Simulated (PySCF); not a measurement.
# CH6AlBClGa (SMILES [AlH2][BH][CH2][GaH][Cl]) at 6 levels

Aim: a comparison of 6 runs (HF/STO-3G, HF/3-21G, B3LYP/6-31G*, r2SCAN/cc-pVDZ, PBE0/def2-SVP) of CH6AlBClGa. Input form: a Python script.

The calculation is run with PySCF 2.14.0.

1 further run of the same task is left out (it didn't finish).

### 1 Starting point

CH6AlBClGa has 11 atoms, charge 0, and is taken as a singlet. SMILES: `[AlH2][BH][CH2][GaH][Cl]`. The shape comes from GFN2-xTB, which is rough for such elements, and wasn't checked as a minimum. This is one conformer, not always the lowest.

Bond lengths: Al1–B2 2.081 Å, B2–C3 1.526 Å, C3–Ga4 2.111 Å, Ga4–Cl5 2.081 Å, Al1–H6 1.574 Å, Al1–H7 1.590 Å, B2–H8 1.181 Å, C3–H9 1.103 Å, C3–H10 1.094 Å, Ga4–H11 1.580 Å. Some angles: Al1–B2–C3 102.0°, B2–C3–Ga4 84.9°, C3–Ga4–Cl5 118.5°, Al1–B2–H8 135.1°, C3–B2–H8 119.5°, B2–Al1–H6 132.1°, B2–Al1–H7 114.7°, B2–C3–H9 118.7°, B2–C3–H10 123.3°, Ga4–C3–H9 97.1°.

### 2 Energy and forces at HF/STO-3G (run 1)

Contents of run.py:

```python
# [AlH2][BH][CH2][GaH][Cl]
import pyscf.grad
from pyscf import gto, scf

mol = gto.M(
    atom=[
    ('Al', (-1.197780, 1.101390, 0.777030)),
    ('B', (-0.370430, -0.786880, 1.059780)),
    ('C', (1.075290, -0.568070, 0.622580)),
    ('Ga', (0.263640, -0.374900, -1.316130)),
    ('Cl', (1.169980, 0.947130, -2.643780)),
    ('H', (-2.654550, 1.570610, 0.409860)),
    ('H', (-0.137160, 2.262320, 0.543250)),
    ('H', (-0.797700, -1.885620, 1.128630)),
    ('H', (1.502240, 0.446730, 0.693660)),
    ('H', (1.860610, -1.318340, 0.749620)),
    ('H', (-0.714150, -1.394370, -2.024490)),
],
    max_memory=1860,
    verbose=4,
    charge=0,
    basis='sto-3g',
)

hf = scf.RHF(mol)
hf.conv_tol = 1e-10
hf.kernel()
if not hf.converged:
    hf = hf.newton().run(hf.mo_coeff, hf.mo_occ)

e_tot = hf.e_tot
print(f'total energy: {e_tot:.8f} hartree')
grad = hf.Gradients().kernel()
hf.analyze()
```

On the command line:

```
OMP_NUM_THREADS=1 python run.py
```

The program printed:

```text
PySCF version 2.14.0

[... 102 lines left out ...]
Nuclear Repulsion Energy =             468.252592534168741
[... 9 lines left out ...]
MO #4   energy= -46.7240982319954  occ= 2
[... 7 lines left out ...]
MO #12  energy= -7.77629112249131  occ= 2
[... 7 lines left out ...]
MO #20  energy= -2.95140099820559  occ= 2
[... 7 lines left out ...]
MO #28  energy= -0.448423267141842 occ= 2
[... 7 lines left out ...]
MO #36  energy= -0.334013916318926 occ= 2
[... 7 lines left out ...]
MO #44  energy= 0.457119517581021  occ= 0
[... 7 lines left out ...]
MO #52  energy= 0.915265620647917  occ= 0
[... 66 lines left out ...]
Dipole moment(X, Y, Z, Debye): -0.59310, -1.50316,  2.44353
```

It took 5.7 s on 1 thread of Intel Xeon at 2.70GHz, shared host; peak memory 0.13 GiB.

### 3 Energy and gradient at HF/3-21G (run 2)

Contents of input.py:

```python
# [AlH2][BH][CH2][GaH][Cl]
from pyscf import gto, scf

mol = gto.Mole()
mol.atom = [
    ('Al', (-1.197780, 1.101390, 0.777030)),
    ('B', (-0.370430, -0.786880, 1.059780)),
    ('C', (1.075290, -0.568070, 0.622580)),
    ('Ga', (0.263640, -0.374900, -1.316130)),
    ('Cl', (1.169980, 0.947130, -2.643780)),
    ('H', (-2.654550, 1.570610, 0.409860)),
    ('H', (-0.137160, 2.262320, 0.543250)),
    ('H', (-0.797700, -1.885620, 1.128630)),
    ('H', (1.502240, 0.446730, 0.693660)),
    ('H', (1.860610, -1.318340, 0.749620)),
    ('H', (-0.714150, -1.394370, -2.024490)),
]
mol.verbose = 3
mol.spin = 0
mol.basis = '3-21g'
mol.max_memory = 1860
mol.charge = 0
mol.build()

mf = scf.RHF(mol)
mf.conv_tol = 1e-10
mf.kernel()
if not mf.converged:
    mf = mf.newton().run(mf.mo_coeff, mf.mo_occ)

e_tot = mf.e_tot
print(f'total energy: {e_tot:.8f} hartree')
grad = mf.nuc_grad_method().kernel()
dip = mf.dip_moment()
pop, q = mf.mulliken_pop()
```

On the command line:

```
OMP_NUM_THREADS=1 python input.py
```

The program printed:

```text
converged SCF energy = -2677.38733808167
total energy: -2677.38733808 hartree
[... 8 lines left out ...]
Dipole moment(X, Y, Z, Debye): -0.06307, -1.94483,  2.59779
[... 90 lines left out ...]
charge of   10H =     -0.15800
```

Wall time 6 s (1 thread of Intel Xeon at 2.70GHz, shared host); peak memory 0.15 GiB.

Runs 3 to 5 aren't shown in full; the table further down has their settings and results.

### 4 Energy and forces at PBE0/def2-SVP (run 6)

Contents of geometry.xyz:

```xyz
11
CH6AlBClGa
Al    -1.197780     1.101390     0.777030
B     -0.370430    -0.786880     1.059780
C      1.075290    -0.568070     0.622580
Ga     0.263640    -0.374900    -1.316130
Cl     1.169980     0.947130    -2.643780
H     -2.654550     1.570610     0.409860
H     -0.137160     2.262320     0.543250
H     -0.797700    -1.885620     1.128630
H      1.502240     0.446730     0.693660
H      1.860610    -1.318340     0.749620
H     -0.714150    -1.394370    -2.024490
```

Contents of job.py:

```python
from pyscf import gto, dft

mol = gto.M(
    atom='geometry.xyz',
    max_memory=1860,
    basis='def2-svp',
    verbose=4,
)

mf = dft.RKS(mol)
mf.xc = 'pbe0'
mf.grids.level = 5
mf.conv_tol = 1e-10
mf.kernel()
if not mf.converged:
    mf = mf.newton().run(mf.mo_coeff, mf.mo_occ)

etot = mf.e_tot
print('Final energy', etot)
grad = mf.nuc_grad_method().kernel()
mf.analyze()
```

On the command line:

```
OMP_NUM_THREADS=1 python job.py
```

The program printed:

```text
PySCF version 2.14.0

[... 98 lines left out ...]
Two-electron Energy =                 1515.570664013572241
[... 17 lines left out ...]
MO #14  energy= -5.60786047007496  occ= 2
[... 15 lines left out ...]
MO #30  energy= -0.477584364447412 occ= 2
[... 15 lines left out ...]
MO #46  energy= 0.0780378276056801 occ= 0
[... 15 lines left out ...]
MO #62  energy= 0.369658251762865  occ= 0
[... 15 lines left out ...]
MO #78  energy= 0.707993300542315  occ= 0
[... 15 lines left out ...]
MO #94  energy= 1.1894086128741    occ= 0
[... 15 lines left out ...]
MO #110 energy= 1.85402229074573   occ= 0
[... 15 lines left out ...]
MO #126 energy= 3.01635788347123   occ= 0
[... 140 lines left out ...]
Dipole moment(X, Y, Z, Debye):  0.85468, -1.32648,  1.43229
```

Wall time 99 s (1 thread of Intel Xeon at 2.70GHz, shared host); peak memory 1.3 GiB.

### 5 The series

```
run                               level  integration grid  Cartesian functions   energy (Eh)  dipole moment (D)  HOMO energy (eV)  LUMO energy (eV)  wall time
  1                           HF/STO-3G                 –                   no  -2659.738217               2.93             -7.84              2.66      5.7 s
  2                            HF/3-21G                 –                   no  -2677.387338               3.25            -10.31             -0.75        6 s
  3  B3LYP/6-31G* (spherical functions)                 5                   no  -2693.801977               2.38             -7.18             -3.59       99 s
  4  B3LYP/6-31G* (Cartesian functions)                 5                  yes  -2693.812238               2.38             -7.18             -3.58       92 s
  5                      r2SCAN/cc-pVDZ                 5                   no  -2693.884245               2.19             -6.51             -4.13    2.3 min
  6                       PBE0/def2-SVP                 5                   no  -2692.907068               2.13             -7.45             -3.51       99 s
```

### 6 Results

| quantity | value |
| --- | --- |
| run 6: total energy | -2692.90707 Eh |
| run 6: dipole moment | 2.13 D |
| run 6: HOMO energy | -7.45 eV |
| run 6: LUMO energy | -3.51 eV |
| run 6: HOMO–LUMO gap | 3.94 eV |
| run 6: largest force on an atom | 1.942 eV/Å |

In words: The dipole moment (its size) runs from 2.13 D (PBE0/def2-SVP) to 3.25 D (HF/3-21G). The two ends differ in method and basis. The HOMO–LUMO gap runs from 2.39 eV (r2SCAN/cc-pVDZ) to 10.51 eV (HF/STO-3G). Totals of different functionals can't be ranked against each other. In run 1 the basis is minimal, so the values are rough. All runs together took 7.3 min, the longest 2.3 min.
